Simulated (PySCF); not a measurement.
# RuS₂⁻: the energy surface near the minimum

How stiff is RuS₂⁻ (sextet) against rigid distortions? The scans start from its PBE minimum.

Program: PySCF 2.14.0. Level of theory: PBE, basis Ru def2-SVPD with ECP28, S def2-SVPD, scalar-relativistic core potentials, no spin–orbit coupling, density fitting. These are calculated values, not measurements.

**1. Where the work starts**

3 atoms, charge -1, spin multiplicity 6.

Bond lengths: Ru1–S2 2.220 Å, Ru1–S3 2.220 Å. Angles: S2–Ru1–S3 133.8°.

Coordinates in bohr (charge -1 multiplicity 6):
```
Ru    0.0000    0.0000    0.0000
S     1.1641    1.1641    3.8585
S     1.1641    1.1641   -3.8585
```

**2. Breathing scan**

One driver script runs all scans and calls PySCF for each point, on a (75, 302) grid.

A rigid scan with PBE: all bonds to the central atom are scaled together. Each point starts from its neighbour's orbitals, and energies count from the minimum. Dipoles of the ion refer to the centre of mass.

| scale of all bonds to the centre | energy (kJ/mol) | dipole size (D) | ⟨S²⟩ |
| --- | --- | --- | --- |
| 0.88 | 175.9 | 2.22 | 8.76 |
| 0.92 | 67.7 | 2.46 | 8.76 |
| 0.96 | 14.7 | 2.71 | 8.76 |
| 1.00 | 0.0 | 2.96 | 8.76 |
| 1.04 | 11.2 | 3.20 | 8.76 |
| 1.08 | 39.5 | 3.44 | 8.76 |
| 1.14 | 100.7 | 3.76 | 8.76 |
| 1.22 | 196.8 | 4.13 | 8.77 |
| 1.35 | 349.1 | 4.60 | 8.77 |

The scan needed 50 s of wall time on 4 threads, shared host.

**3. Stretching one bond**

A rigid scan with PBE: the bond from Ru to the last atom (S) is scaled and the rest held.

| scale of one bond | energy (kJ/mol) | dipole size (D) | ⟨S²⟩ |
| --- | --- | --- | --- |
| 1.00 | 0.0 | 2.96 | 8.76 |
| 1.05 | 7.5 | 3.15 | 8.76 |
| 1.12 | 34.8 | 3.49 | 8.76 |
| 1.20 | 76.1 | 3.91 | 8.76 |
| 1.35 | 152.4 | 4.56 | 8.76 |
| 1.55 | 223.0 | 5.27 | 8.76 |

The scan took 54 s.

**4. Summary of results**

```
            quantity        value
all bonds 4 % longer  11.2 kJ/mol
one bond 20 % longer  76.1 kJ/mol
```

The well is lopsided, 14.7 kJ/mol for 4 % shorter bonds against 11.2 for 4 % longer ones. This is the lowest SCF solution found for this spin; with open d or f shells other occupations or spin states may lie lower.
